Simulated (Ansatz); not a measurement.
# Ga: the cost of one run

Program: Ansatz 0.2.0. Level of theory: DFT r2SCAN, scalar-relativistic, plane waves, PAW. These are calculated values, not measurements.

1 further run of the same task is left out (set aside as unsound or not needed).

### Step 1. The starting structure

It takes space group I4/mmm (No. 139, tetragonal). The conventional cell has a = 2.805 Å, b = 2.805 Å, c = 4.544 Å, α = 90.00°, β = 90.00°, γ = 90.00°. Ga (site symmetry 4/mmm) is surrounded by 12 Ga at 2.81 to 3.02 Å.

Coordinates:

```cif
data_structure
_symmetry_space_group_name_H-M 'I4/mmm'
_symmetry_Int_Tables_number 139
_cell_length_a 2.8051
_cell_length_b 2.8051
_cell_length_c 4.5444
_cell_angle_alpha 90.000
_cell_angle_beta 90.000
_cell_angle_gamma 90.000
_cell_volume 35.76
loop_
_atom_site_label
_atom_site_type_symbol
_atom_site_symmetry_multiplicity
_atom_site_Wyckoff_symbol
_atom_site_fract_x
_atom_site_fract_y
_atom_site_fract_z
_atom_site_occupancy
Ga1 Ga 2 a 0.00000 0.00000 0.00000 1
```

It is the result of an earlier relaxation at this level (volume 17.88 Å³/atom; gap on the mesh: none (metal)).

### Step 2. Static run: bands, density of states and charges

input.yaml reads:

```yaml
crystal:
  lattice:
    - [-1.4025482294, 1.4025482294, 2.2722238082]
    - [1.4025482294, -1.4025482294, 2.2722238082]
    - [1.4025482294, 1.4025482294, -2.2722238082]
  atoms:
    - { symbol: Ga, position: [0.0, 0.0, 0.0] }
basis:
  ecutwfc: 500
kpoints:
  mp_grid: { grid: [20, 20, 20] }
  band_path:
    path:
      - [[0.0, 0.0, 0.0], [0.0, 0.0, 0.5], [0.25, 0.25, 0.25], [0.0, 0.5, 0.0], [0.0, 0.0, 0.0], [0.5, 0.5, -0.5], [0.34525185, 0.65474815, -0.34525185]]
      - [[-0.34525185, 0.34525185, 0.34525185], [0.0, 0.0, 0.0]]
      - [[0.0, 0.0, 0.5], [-0.19050369, 0.19050369, 0.5]]
      - [[0.5, 0.5, -0.19050369], [0.5, 0.5, -0.5]]
    npoints: 14
hamiltonian:
  xc: r2scan
scf:
  occupations: { method: gaussian, width: 0.1 }
  n_extra_bands: 6
output:
  forces: true
  stress: true
  eigenvalues: true
  populations: true
  dos: { projected: true, de: 0.02, nscf_kmesh: { grid: [30, 30, 30] } }
  bader: true
  write_density: true
  write_potential: true
  elf: true
  volumetric_format: npy
```

Started as:

```console
> ansatz run input.yaml --threads 1 --pin off --max-ram 2560MiB --backend cpu --events-out ev --progress --plain --runs-dir out
```

**Question.** How long does this run take on 1 thread of Intel Xeon at 2.50GHz (Skylake/Cascade Lake), shared host, and how much memory does it need?

About 2 min, with a peak of 0.67 GiB.
